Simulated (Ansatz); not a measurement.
# C₂H₁₀Si₃: a ladder of functionals and wavefunction methods

One table from this session's results is given with a row withheld; the runs are named, their logs left out.

Computed with Ansatz 0.2.0, Gaussian basis. Level: functionals in def2-TZVPP, the program's frozen cores in correlated methods.

Levels to be run: PBE-D4, r2SCAN-D4, PBE0-D4, B3LYP-D4, ωB97X-V, ωB97M-V, B2PLYP; CCSD(T)/def2-TZVPP; MP2/def2-QZVPP; extrapolation to the limit.

**Structure used throughout**

The geometry comes from an earlier relaxation with PBE0-D4 in a triple-zeta def2 set; it is a stationary point, not always the lowest conformer.

SMILES `[SiH3]C=C([SiH3])[SiH3]`, 15 atoms, charge 0, spin multiplicity 1.

Atoms are counted from 1 here; the program's logs count them from 0.

Bond lengths: Si1–C2 1.881 Å, Si1–H6 1.486 Å, Si1–H7 1.486 Å, Si1–H8 1.486 Å, C2–C3 1.345 Å, C2–H9 1.094 Å, C3–Si4 1.872 Å, C3–Si5 1.870 Å, Si4–H10 1.488 Å, Si4–H11 1.488 Å, Si4–H12 1.487 Å, Si5–H13 1.487 Å, Si5–H14 1.486 Å, Si5–H15 1.487 Å. Angles: C2–Si1–H6 111.5°, C2–Si1–H7 111.5°, C2–Si1–H8 107.6°, H6–Si1–H7 108.8°, H6–Si1–H8 108.7°, H7–Si1–H8 108.7°, Si1–C2–C3 128.2°, Si1–C2–H9 114.2°, C3–C2–H9 117.7°, C2–C3–Si4 118.8°, C2–C3–Si5 122.7°, Si4–C3–Si5 118.5°, C3–Si4–H10 110.5°, C3–Si4–H11 110.5°, C3–Si4–H12 109.0°, H10–Si4–H11 107.5°, H10–Si4–H12 109.7°, H11–Si4–H12 109.7° and more.

Set-up of the first run:

in.yaml

```yaml
crystal:
  periodic: [false, false, false]
  atoms:
    - {symbol: Si, position_ang: [-1.876487, 0.689137, 1.393248]}
    - {symbol: C, position_ang: [-0.166946, -0.028610, 1.073338]}
    - {symbol: C, position_ang: [0.457466, -0.194095, -0.106826]}
    - {symbol: Si, position_ang: [2.173360, -0.941759, -0.122006]}
    - {symbol: Si, position_ang: [-0.317936, 0.292534, -1.737373]}
    - {symbol: H, position_ang: [-1.971566, 2.096591, 0.924617]}
    - {symbol: H, position_ang: [-2.936053, -0.110880, 0.724794]}
    - {symbol: H, position_ang: [-2.110089, 0.658354, 2.860918]}
    - {symbol: H, position_ang: [0.363765, -0.342429, 1.977464]}
    - {symbol: H, position_ang: [3.148031, 0.003461, -0.731634]}
    - {symbol: H, position_ang: [2.191243, -2.188399, -0.934797]}
    - {symbol: H, position_ang: [2.580842, -1.249031, 1.274991]}
    - {symbol: H, position_ang: [0.536193, 1.300804, -2.419863]}
    - {symbol: H, position_ang: [-1.674424, 0.862410, -1.525705]}
    - {symbol: H, position_ang: [-0.419400, -0.898887, -2.621770]}
basis:
  gaussian: {orbitals: def2-TZVPP}
hamiltonian: {xc: pbe, dispersion: d4}
output: {forces: true, orbitals: {seedname: orbitals}}
```

Command:

```console
$ ansatz run in.yaml --threads 2 --pin off --events-out ev --progress --plain --max-ram 22528MiB --backend cuda --devices 0, --max-vram 18GiB
```

Steps of the session up to this table: PBE-D4 (GGA); r2SCAN-D4 (meta-GGA); PBE0-D4 (hybrid); B3LYP-D4 (hybrid); ωB97X-V (range-separated); ωB97M-V (range-separated); B2PLYP (double hybrid); CCSD(T) in def2-TZVPP; MP2 in def2-QZVPP.

One table of the session follows, with a row left open; its other results are not shown here.

```
            method  atomisation energy (kJ/mol)
            PBE-D4                       4978.4
         r2SCAN-D4                       4986.3
           PBE0-D4                       4954.4
          B3LYP-D4                       4994.1
           ωB97X-V                       5018.4
           ωB97M-V                       4996.5
            B2PLYP                       4922.7
     HF/def2-TZVPP                       3802.1
    MP2/def2-TZVPP                            ?
   CCSD/def2-TZVPP                       4819.1
CCSD(T)/def2-TZVPP                       4874.2
           MP2/CBS                       4987.7
       CCSD(T)/CBS                       4993.0
```

**Question.** Estimate the row for MP2/def2-TZVPP.

As computed: atomisation energy (kJ/mol): 4868.9. In the column «atomisation energy (kJ/mol)» it lies between CCSD/def2-TZVPP (4819.1) and CCSD(T)/def2-TZVPP (4874.2).

Among the levels timed on like hardware and quicker than the yardstick, those that no quicker one beats, quickest first: B2PLYP (2.3 s, -70.3 kJ/mol); PBE0-D4 (2.3 s, -38.7 kJ/mol); r2SCAN-D4 (2.5 s, -6.7 kJ/mol); B3LYP-D4 (2.5 s, +1.1 kJ/mol). Runs this short are mostly start-up, so their order is noise.

B2PLYP carry no dispersion term (for B3LYP, D4 adds 64.6 kJ/mol).
